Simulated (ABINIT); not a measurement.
Crystal: B3Pd.

```
B Pd
1.0
     0.00000    2.61768    2.61768
     2.61768    0.00000    2.61768
     2.61768    2.61768    0.00000
B Pd
3 1
Direct
  0.00000 0.00000 0.00000
  0.25000 0.25000 0.25000
  0.75000 0.75000 0.75000
  0.50000 0.50000 0.50000
```

The cell was built by a generator and needn't be a form met in nature.

Base run:

| Property | Result |
| --- | --- |
| Program | ABINIT 10.8.3 (patched build) |
| Functional | LDA |
| Potentials or basis | PseudoDojo NC SR LDA v0.4 stringent |
| Cutoff | 1007 eV |
| k mesh | 7 × 7 × 7 |
| Occupations | fermi-dirac, width 0.05 eV |
| Spin | no spin polarisation |

Its results: band gap on the k mesh none (metal or under the smearing width); pressure -9.5 GPa.

**Question.** The run is repeated on the same cell with these changes: functional from LDA to PBEsol; potentials or basis from PseudoDojo NC SR LDA v0.4 stringent to PseudoDojo NC SR PBEsol v0.4 stringent. What comes out?

**Answer.** Band gap on the k mesh none (metal or under the smearing width); pressure -4.7 GPa.

Not every run made on this cell is shown here.
